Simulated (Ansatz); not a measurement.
# CH4Cl2Si: the cost of one run

Program: Ansatz 0.2.0. Level of theory: RHF/6-31G*. These are calculated values, not measurements.

## 1. The structure to begin with

Bond lengths: Si1–C2 1.870 Å, C2–H3 1.110 Å, C2–H4 1.110 Å, C2–H5 1.110 Å, Si1–Cl6 2.130 Å, Si1–Cl7 2.128 Å, Si1–H8 1.459 Å. Angles: Si1–C2–H3 109.5°, Si1–C2–H4 109.5°, Si1–C2–H5 109.5°, H3–C2–H4 109.4°, H3–C2–H5 109.4°, H4–C2–H5 109.4°, C2–Si1–Cl6 109.4°, C2–Si1–Cl7 109.5°, C2–Si1–H8 109.5°, Cl6–Si1–Cl7 109.5°, Cl6–Si1–H8 109.5°, Cl7–Si1–H8 109.5°.

Structure file:

```xyz
8

Si    0.0000    0.0000    0.0000
C     0.0000    0.0000    1.8700
H    -0.9996   -0.3092    2.2405
H     0.7676   -0.7111    2.2405
H     0.2320    1.0203    2.2405
Cl    2.0086    0.0000   -0.7093
Cl   -1.0032    1.7381   -0.7093
H    -0.6877   -1.1914   -0.4862
```

## 2. Preparing the start

Contents of input.yaml:

```yaml
crystal:
  periodic: [false, false, false]
  atoms:
    - { symbol: Si, position_ang: [0.0, 0.0, 0.0] }
    - { symbol: C, position_ang: [0.0, 0.0, 1.87] }
    - { symbol: H, position_ang: [-0.9996, -0.3092, 2.2405] }
    - { symbol: H, position_ang: [0.7676, -0.7111, 2.2405] }
    - { symbol: H, position_ang: [0.232, 1.0203, 2.2405] }
    - { symbol: Cl, position_ang: [2.0086, 0.0, -0.7093] }
    - { symbol: Cl, position_ang: [-1.0032, 1.7381, -0.7093] }
    - { symbol: H, position_ang: [-0.6877, -1.1914, -0.4862] }
basis:
  gaussian: { orbitals: "6-31G*" }
hamiltonian:
  xc: hf
relax:
  f_tol: 0.02
  max_steps: 40
```

Run with:

```
> ansatz run input.yaml --threads 1 --pin off --max-ram 2048MiB --backend cpu --events-out ev --progress --plain --runs-dir out
```

What time and memory should one allow on 1 thread of Arm Neoverse V1, shared host?

About 23 s, with a peak of 0.15 GiB.
